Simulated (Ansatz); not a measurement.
# F₂H₂OSeZr: one species, many methods

One table from this session's results is given with a row withheld; the runs are named, their logs left out.

Method: functionals in def2-TZVPP, the program's frozen cores in correlated methods; program: Ansatz 0.2.0, Gaussian basis.

Plan: PBE-D4, r2SCAN-D4, PBE0-D4, B3LYP-D4, ωB97X-V, ωB97M-V, B2PLYP; CCSD(T)/def2-TZVPP; MP2/def2-QZVPP; extrapolation to the limit.

## The geometry

The geometry comes from an earlier relaxation with PBE0-D4 in a triple-zeta def2 set; it is a stationary point, not always the lowest conformer. Zr takes the def2 core potential; no spin-orbit term is included.

7 atoms, charge 0, spin multiplicity 1.

Atoms are counted from 1 here; the program's logs count them from 0.

Bond lengths: O1–Zr2 1.892 Å, O1–H6 0.954 Å, Zr2–F3 1.900 Å, Zr2–F4 1.900 Å, Zr2–Se5 2.590 Å, Se5–H7 1.474 Å. Angles: Zr2–O1–H6 172.0°, O1–Zr2–F3 112.0°, O1–Zr2–F4 111.9°, O1–Zr2–Se5 105.3°, F3–Zr2–F4 107.3°, F3–Zr2–Se5 110.2°, F4–Zr2–Se5 110.2°, Zr2–Se5–H7 88.8°.

Set-up of the first run:

Contents of in.yaml:

```yaml
crystal:
  periodic: [false, false, false]
  atoms:
    - {symbol: O, position_ang: [-1.699818, -0.306394, -0.679801]}
    - {symbol: Zr, position_ang: [0.114307, -0.346643, -0.145048]}
    - {symbol: F, position_ang: [0.486748, -1.821240, 0.994165]}
    - {symbol: F, position_ang: [1.289240, -0.471125, -1.633387]}
    - {symbol: Se, position_ang: [0.502130, 1.880284, 1.118907]}
    - {symbol: H, position_ang: [-2.592088, -0.406268, -1.001218]}
    - {symbol: H, position_ang: [1.899491, 1.471396, 1.346382]}
basis:
  gaussian: {orbitals: def2-TZVPP}
hamiltonian: {xc: pbe, dispersion: d4}
output: {forces: true, orbitals: {seedname: orbitals}}
```

Command:

```sh
$ ansatz run in.yaml --threads 2 --pin off --events-out ev --progress --plain --max-ram 32768MiB --backend cpu
```

Among the steps run: PBE-D4 (GGA); r2SCAN-D4 (meta-GGA); PBE0-D4 (hybrid); B3LYP-D4 (hybrid); ωB97X-V (range-separated); ωB97M-V (range-separated); B2PLYP (double hybrid).

One of the session's tables, all rows but one given; the rest of the session is left out.

It belongs to the step «Frontier levels by functional». 

| functional | HOMO (eV) | gap (eV) |
| --- | --- | --- |
| PBE-D4 | -6.17 | 4.00 |
| r2SCAN-D4 | -6.45 | 4.46 |
| PBE0-D4 | -7.32 | 6.00 |
| B3LYP-D4 | -7.08 | 5.53 |
| ωB97X-V | -9.54 | 10.43 |
| ωB97M-V | ? | ? |

Estimate the missing values for ωB97M-V.

The run gave: HOMO (eV): -9.41; gap (eV): 9.80. In the column «HOMO (eV)» it lies between ωB97X-V (-9.54) and PBE0-D4 (-7.32).
